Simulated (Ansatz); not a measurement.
# NiAsRh: further runs on the relaxed cell

An exercise on one series of results from a longer session: the logs are not shown, and one member is left open.

Program: Ansatz 0.2.0. Level of theory: DFT PBEsol, scalar-relativistic, plane waves, PAW. These are calculated values, not measurements.

2 further runs of the same task are left out: 2 set aside as unsound or not needed. Runs told in other sessions of the task aren't counted.

## The starting structure

Symmetry: P4/nmm, No. 129, tetragonal system. Conventional cell: a = 3.558 Å, b = 3.558 Å, c = 6.103 Å, α = 90.00°, β = 90.00°, γ = 90.00°. Ni (site symmetry -4m2) is surrounded by 4 As at 2.35 Å and 4 Ni at 2.52 Å. As (site symmetry 4mm) is surrounded by 4 Ni at 2.35 Å and 5 Rh at 2.36 to 2.60 Å. Rh (site symmetry 4mm) is surrounded by 5 As at 2.36 to 2.60 Å.

As a file:

```
CELL_PARAMETERS angstrom
3.55802 0.00000 0.00000
0.00000 3.55802 0.00000
0.00000 0.00000 6.10311
ATOMIC_POSITIONS crystal
Ni 0.00000 0.00000 0.00000
Ni 0.50000 0.50000 0.00000
As 0.00000 0.50000 0.25166
As 0.50000 0.00000 0.74834
Rh 0.00000 0.50000 0.63831
Rh 0.50000 0.00000 0.36169
```

This cell was relaxed beforehand with the same method: volume 12.88 Å³/atom, gap on the mesh none (metal).

The first run:

File input.yaml:

```yaml
crystal:
  lattice:
    - [3.5220748066, 0.0, 0.0]
    - [0.0, 3.5220748066, 0.0]
    - [0.0, 0.0, 6.041457999]
  atoms:
    - { symbol: Ni, position: [0.0, 0.0, 0.0] }
    - { symbol: Ni, position: [0.5, 0.5, 0.0] }
    - { symbol: As, position: [0.0, 0.5, 0.2516557148] }
    - { symbol: As, position: [0.5, 0.0, 0.7483442852] }
    - { symbol: Rh, position: [0.0, 0.5, 0.6383079711] }
    - { symbol: Rh, position: [0.5, 0.0, 0.3616920289] }
basis:
  ecutwfc: 420
kpoints:
  mp_grid: { grid: [10, 10, 6] }
hamiltonian:
  xc: pbesol
scf:
  occupations: { method: gaussian, width: 0.1 }
output:
  forces: true
  stress: true
  eigenvalues: true
relax:
  adjacent_minimum: "off"
  f_tol: 0.01
  max_steps: 30
  cell: { stress_tol: 0.1, fix: [volume] }
```

Started as:

```bash
$ ansatz run input.yaml --threads 1 --pin off --max-ram 2560MiB --backend cpu --events-out ev --progress --plain --runs-dir out
```

Among the steps run: Volume × 0.97; Volume × 1.03; Volume × 0.94; Volume × 1.06; The cell scaled to 0.91 of its volume; Volume × 1.10; Volume × 0.88.

One of the session's tables, all rows but one given; the rest of the session is left out.

It belongs to the step «Energy against volume». 

```
volume (Å³/atom)  energy above the lowest point (meV/atom)  pressure (GPa)
          11.332                                     161.2           37.97
          11.718                                      84.8           25.78
          12.104                                      35.3           15.60
          12.491                                       8.3            7.09
          12.877                                       0.0            0.00
          13.263                                       7.4           -5.92
          13.650                                         ?               ?
          14.165                                      71.5          -16.11
```

Q: Estimate the row for volume (Å³/atom) = 13.650 from the others.

Worked estimate for «energy above the lowest point (meV/atom)». A straight line through the neighbours (13.263, 7.4) and (14.165, 71.5) gives 7.4 + (71.5 − 7.4) × (13.650 − 13.263) / (14.165 − 13.263) = 34.9; a parabola fitted to 3 rows on both sides gives 26.9.

**Answer.** energy above the lowest point (meV/atom): 27.8; pressure (GPa): -10.84. In «energy above the lowest point (meV/atom)» the line misses by +7.1 and the parabola by -0.9.

To keep in mind: Spin polarisation is off in the runs that give these values; a magnetic solution could lie lower.
